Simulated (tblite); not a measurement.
# C4H11SSi2: the cost of one run

Programs: tblite 0.8.0 and PySCF 2.14.0, with density-fitted response routines of our own. Each step states its level of theory. These are calculated values for one molecule in the gas phase, unless marked as measured. Atoms count from 0, in the outputs and in this text.

### Step 1. The molecule as given

18 atoms, charge 0, multiplicity 2; geometry from: force field or distance geometry start.

Bonds of the start (Å): Si0–C1 1.81, C1–C2 1.48, C2–C3 1.55, C3–S4 1.85, S4–C5 1.82, C5–Si6 1.86, Si6–C1 1.83, Si0–H7 1.49, Si0–H8 1.48, Si0–H9 1.47, C2–H10 1.10, C2–H11 1.10, C3–H12 1.08, C3–H13 1.09, C5–H14 1.09, C5–H15 1.08, Si6–H16 1.48, Si6–H17 1.49.

### Step 2. Relaxing the molecule with GFN2-xTB

The job: settings as JSON, then the geometry in Å.

```
{"job": {"kind": "relax", "xc": "GFN2-xTB", "basis": "xTB"}, "charge": 0, "multiplicity": 2}
Si     1.949300     1.611700     0.321300
C      0.465600     0.576200     0.193500
C     -0.864600     1.090300    -0.212100
C     -1.730300     0.138900    -1.068400
S     -2.215900    -1.392500    -0.151000
C     -0.592700    -2.212600    -0.032700
Si     0.621100    -1.120200     0.866400
H      2.453300     1.663600     1.718800
H      1.608300     2.991100    -0.101400
H      2.996100     1.097900    -0.572800
H     -0.747600     2.006000    -0.812400
H     -1.442100     1.394200     0.678800
H     -1.218200    -0.147700    -1.974600
H     -2.650700     0.640500    -1.351300
H     -0.724500    -3.151900     0.500300
H     -0.240200    -2.443300    -1.028300
H      1.999900    -1.639400     0.690400
H      0.324500    -1.096500     2.324000
```

The run is started by

```bash
> OMP_NUM_THREADS=1 python probes_run.py task.json out
```

The driver reads the jobs from task.json and runs them one after another.

Q: Estimate the wall time and peak memory of this first job on 1 thread of Arm Neoverse V1, shared host.

About 1 s, with a peak of 0.18 GiB.
